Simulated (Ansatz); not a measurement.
Predict the output of the script below (the Python package of Ansatz (0.2.0)).

`pdos.py`
```python
# -*- coding: utf-8 -*-
"""Projected density of states of BAs."""

from dataclasses import dataclass
import logging
import sys

import ansatz as az
import numpy as np

logging.basicConfig(stream=sys.stdout, format="%(name)s: %(message)s")
logger = logging.getLogger("ansatz_job")
logger.setLevel(logging.INFO)


@dataclass
class RunConfig:
    xc: str = "r2scan"
    cutoff: int = 600
    occupations: str = "cold"
    sigma: float = 0.02
    tolerance: float = 1e-10
    n_empty: int = 10


opts = RunConfig()

lattice = az.Lattice.of(
    (0.0, 2.3885, 2.3885),
    (2.3885, 0.0, 2.3885),
    (2.3885, 2.3885, 0.0),
)
sites = [
    ("B", (0.0, 0.0, 0.0)),
    ("As", (0.25, 0.25, 0.25)),
]
xtal = az.Crystal(lattice=lattice)
for symbol, position in sites:
    xtal = xtal.atom(symbol, position)

setup = xtal.calculation()
setup = setup.functional(opts.xc).basis(opts.cutoff)
setup = setup.kpoints(8)
setup = setup.occupations(opts.occupations, width=opts.sigma).scf(tolerance=opts.tolerance)
setup = setup.scf(extra_bands=opts.n_empty)
setup = setup.density_of_states(projected=True, energy_step=0.1)
done = setup.run(threads=1)
rep = done.report

dos = done.density_of_states()
energy = np.asarray(dos.energies_ev) - dos.fermi_ev
curves = {}
for site in done.projected_density_of_states().sites:
    for shell in site.shells:
        weight = sum(np.sum(curve.g_bin_mean_per_ev, axis=0) for curve in shell.curves)
        name = f"{site.species} {shell.label}"
        curves[name] = curves.get(name, 0) + weight

step = energy[1] - energy[0]
windows = [(-8, -4), (-4, 0), (0, 6)]
print("states by shell in windows of E - E_F (eV):", windows)
for name, g in curves.items():
    print(f"{name:8s}", " ".join(f"{step * g[(energy >= a) & (energy < b)].sum():8.3f}" for a, b in windows))
filled = (energy < 0) & (energy > -8)
for name, g in curves.items():
    if g[filled].sum() * step > 0.5:
        logger.info(f"centre of {name}: {np.average(energy[filled], weights=g[filled]):.2f} eV")
```

Running `python pdos.py` prints:
```text
states by shell in windows of E - E_F (eV): [(-8, -4), (-4, 0), (0, 6)]
B 2S        0.192    0.035    0.579
B 2P        1.161    0.851    1.628
As 4S       0.113    0.020    0.445
As 4P       1.444    0.863    1.297
As 3D       0.002    0.002    0.004
ansatz_job: centre of B 2P: -4.34 eV
ansatz_job: centre of As 4P: -4.56 eV
```

What to keep in mind:
- Semilocal gaps usually lie well under measured ones.
- In a crystal with a gap the Fermi level's place inside it depends on smearing and mesh.
- The crystal has a gap of about 1.38 eV on the mesh; bins of finite width blur the band edges.
- The starting cell is as deposited in a crystallographic database; the results hold for this polymorph, which needn't be the stable one.
- Curves are summed over the cell's atoms. Only shells that the potentials hold have channels, so projections don't add up to the total, least of all where a shell is missing (p of most metals); heights and places of peaks move with the mesh.
- The density of states is complete only as far up as bands were computed.
- A band centre counts only the states inside the window taken.
- It ran for 5.4 s on 1 thread of Arm Neoverse V1, on a shared host, peak memory 0.42 GiB.
